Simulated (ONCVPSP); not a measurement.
# O: the cost of one run

The numbers are computed with ONCVPSP 4.0.1.1 (patched build) (PBEsol, scalar-relativistic, spin-unpolarised reference atom).

15 further runs of the same task are left out: 3 that didn't finish, 12 set aside as unsound or not needed.

## (1) Starting point

The settings as typed:

| Property | Result |
| --- | --- |
| element | oxygen (O, Z = 8) |
| type | optimised norm-conserving Vanderbilt (ONCV) |
| frozen core | [He] |
| valence charge | 6 |
| reference configuration | 2s2 2p4 |
| partial waves | 2s: rc 0.75 bohr, ncon 4, nbas 7, qcut 9.6 1/bohr, 2 projectors, debl 2.1 Ha; 2p: rc 1.15 bohr, ncon 3, nbas 6, qcut 9.7 1/bohr, 2 projectors, debl 0.7 Ha; d scattering state at 0.21 Ha: rc 0.85 bohr, ncon 4, nbas 9, qcut 11.5 1/bohr, 2 projectors, debl 0.6 Ha |
| local potential | polynomial inside 0.60 bohr (lpopt 1, dvloc0 -1 Ha) |
| core correction | Teter function fitted to the true core (icmod 2), fcfact 0.15 |

The nodes and maxima of the atom's own shells, from an earlier all-electron run, set the scale for the radii.

All-electron outer shells of the reference configuration (PBEsol, scalar-relativistic, ld1.x):

```tsv
shell	level (eV)	outermost node (bohr)	outermost maximum (bohr)
1s	-512.77	–	0.13
2s	-23.81	0.28	0.87
2p	-8.97	–	0.82
```

## (2) The generation run

O.dat reads:

```
# ATOM AND REFERENCE CONFIGURATION
# atsym  z   nc   nv     iexc    psfile
  O 8.00    1    2  -116133      upf
#
#   n    l    f
    1    0    2.00
    2    0    2.00
    2    1    4.00
#
# PSEUDOPOTENTIAL AND OPTIMIZATION
# lmax
    2
#
#   l,   rc,      ep,       ncon, nbas, qcut
    0    0.75    0.00    4    7    9.60
    1    1.15    0.00    3    6    9.70
    2    0.85    0.21    4    9   11.50
#
# LOCAL POTENTIAL
# lloc, lpopt,  rc(5),   dvloc0
    4    1    0.60   -1.00
#
# VANDERBILT-KLEINMAN-BYLANDER PROJECTORs
# l, nproj, debl
    0    2    2.10
    1    2    0.70
    2    2    0.60
#
# MODEL CORE CHARGE
# icmod, fcfact, rcfact
    2    0.15    1.00
#
# LOG DERIVATIVE ANALYSIS
# epsh1, epsh2, depsh
   -2.00    5.00    0.02
#
# OUTPUT GRID
# rlmax, drl
    6.00    0.01
#
# TEST CONFIGURATIONS
# ncnf
    4
# nvcnf
#   n    l    f
    2
    2    0    2.00
    2    1    3.00
#
    2
    2    0    2.00
    2    1    2.00
#
    2
    2    0    2.00
    2    1    1.00
#
    2
    2    0    2.00
    2    1    0.00
#
```

Started as:

```sh
$ oncvpsp.x < O.dat > O.out
```

**Question.** How long does this run take on 1 thread of Neoverse-N1, shared host?

About 5.7 s.
